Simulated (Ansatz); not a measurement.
# CH₉AlSSi₂: one species, many methods

Aim: compute CH₉AlSSi₂ with functionals from several rungs and with coupled cluster. The yardstick is the atomisation energy at the CCSD(T) limit.

The runs use Ansatz 0.2.0, Gaussian basis; functionals in def2-TZVPP, the program's frozen cores in correlated methods.

Plan: LDA (SPW92), PBE-D4, revPBE-D4, BLYP-D4, r2SCAN-D4, B97M-V, PBE0-D4, B3LYP-D4, r2SCANh-D4, r2SCAN0-D4, HSE06-D4, BHLYP-D4, CAM-B3LYP-D4, LC-ωPBE, ωB97X-V, ωB97M-V, B2PLYP, PBE-QIDH; CCSD(T)/def2-SVP; CCSD(T)/def2-TZVPP; MP2/def2-QZVPP; extrapolation to the limit; RPA on PBE.

### Step 1. Structure used throughout

All runs share one geometry, relaxed beforehand with PBE0-D4 in a triple-zeta def2 set.

14 atoms, charge 0, spin multiplicity 1.

Atoms are counted from 1 here; the program's logs count them from 0.

Bond lengths: Si1–C2 1.867 Å, Si1–H6 1.488 Å, Si1–H7 1.490 Å, Si1–H8 1.488 Å, C2–Al3 1.943 Å, C2–H9 1.096 Å, C2–H10 1.095 Å, Al3–S4 2.185 Å, Al3–H11 1.580 Å, S4–Si5 2.135 Å, Si5–H12 1.485 Å, Si5–H13 1.484 Å, Si5–H14 1.484 Å. Angles: C2–Si1–H6 110.1°, C2–Si1–H7 110.1°, C2–Si1–H8 112.6°, H6–Si1–H7 107.6°, H6–Si1–H8 108.3°, H7–Si1–H8 108.0°, Si1–C2–Al3 113.5°, Si1–C2–H9 108.7°, Si1–C2–H10 108.1°, Al3–C2–H9 107.8°, Al3–C2–H10 110.6°, H9–C2–H10 108.0°, C2–Al3–S4 123.5°, C2–Al3–H11 122.6°, S4–Al3–H11 113.9°, Al3–S4–Si5 104.3°, S4–Si5–H12 111.8°, S4–Si5–H13 110.8° and more.

### Step 2. LDA

This LDA is Slater exchange with PW92 correlation.

in.yaml reads:

```yaml
crystal:
  periodic: [false, false, false]
  atoms:
    - {symbol: Si, position_ang: [-1.774191, -0.289912, -0.899032]}
    - {symbol: C, position_ang: [-0.594154, -1.349063, 0.086136]}
    - {symbol: Al, position_ang: [-0.012826, -0.523832, 1.746056]}
    - {symbol: S, position_ang: [1.472386, 1.076345, 1.841371]}
    - {symbol: Si, position_ang: [2.046026, 1.385802, -0.191461]}
    - {symbol: H, position_ang: [-1.092142, 0.954809, -1.347340]}
    - {symbol: H, position_ang: [-2.932595, 0.111747, -0.051632]}
    - {symbol: H, position_ang: [-2.304755, -0.989831, -2.100488]}
    - {symbol: H, position_ang: [-1.094668, -2.291014, 0.337741]}
    - {symbol: H, position_ang: [0.266184, -1.582328, -0.549726]}
    - {symbol: H, position_ang: [-0.600611, -0.935599, 3.154179]}
    - {symbol: H, position_ang: [1.889522, 0.151438, -1.002446]}
    - {symbol: H, position_ang: [1.242750, 2.471016, -0.806408]}
    - {symbol: H, position_ang: [3.476174, 1.781322, -0.188153]}
basis:
  gaussian: {orbitals: def2-TZVPP}
hamiltonian: {xc: lda}
output: {orbitals: {seedname: orbitals}}
```

After this run come: PBE-D4 (GGA); revPBE-D4 (GGA); BLYP-D4 (GGA); r2SCAN-D4 (meta-GGA); B97M-V (meta-GGA); PBE0-D4 (hybrid); B3LYP-D4 (hybrid); r2SCANh-D4 (hybrid); r2SCAN0-D4 (hybrid); HSE06-D4 (hybrid); BHLYP-D4 (hybrid); CAM-B3LYP-D4 (range-separated); LC-ωPBE (range-separated); ωB97X-V (range-separated); ωB97M-V (range-separated); B2PLYP (double hybrid); PBE-QIDH (double hybrid); CCSD(T) in def2-SVP; CCSD(T) in def2-TZVPP; MP2 in def2-QZVPP; RPA on PBE orbitals.

Q: Predict the results of all the runs planned. Wanted: atomisation energy, CCSD(T)/CBS; farthest beyond LDA; mean size of error, GGA; mean size of error, meta-GGA; mean size of error, hybrid; mean size of error, range-separated; mean size of error, double hybrid; gap, smallest and largest; T1 diagnostic.

The runs gave:

```
                               quantity                                         value
        atomisation energy, CCSD(T)/CBS                                     45.897 eV
    functionals within 0.229 eV (0.5 %)  r2SCAN-D4, r2SCANh-D4, CAM-B3LYP-D4, ωB97M-V
                    farthest beyond LDA                         revPBE-D4 (-1.090 eV)
                mean size of error, GGA                                      0.780 eV
           mean size of error, meta-GGA                                      0.197 eV
             mean size of error, hybrid                                      0.384 eV
    mean size of error, range-separated                                      0.283 eV
      mean size of error, double hybrid                                      0.698 eV
              gap, smallest and largest     4.42 eV (LDA (SPW92)), 11.11 eV (LC-ωPBE)
                          T1 diagnostic                                        0.0114
triples share of the correlation energy                                         3.9 %
```

The LDA atomisation energy is off by 4.610 eV (10 %): it overbinds. PBE-D4 misses by -0.434 eV. Double hybrids carry the basis error of their MP2 part in triple zeta, and no dispersion term here, so their miss is partly the set-up's. By mean error the best rung here is meta-GGA (0.197 eV) and the worst beyond LDA is GGA (0.780 eV). The gap between the best rungs is small, so their order is not settled. The reference freezes the cores and leaves out relativity and excitations past (T), so misses under about 0.229 eV can't be ranked. Hartree-Fock recovers 76 % of the binding; the rest is correlation. CCSD(T) in def2-SVP is off by -2.971 eV, more than most functionals: a good method in a small basis is no reference. The gap grows from 4.4 to 11.1 eV across the functionals, mostly with the share of exact exchange.
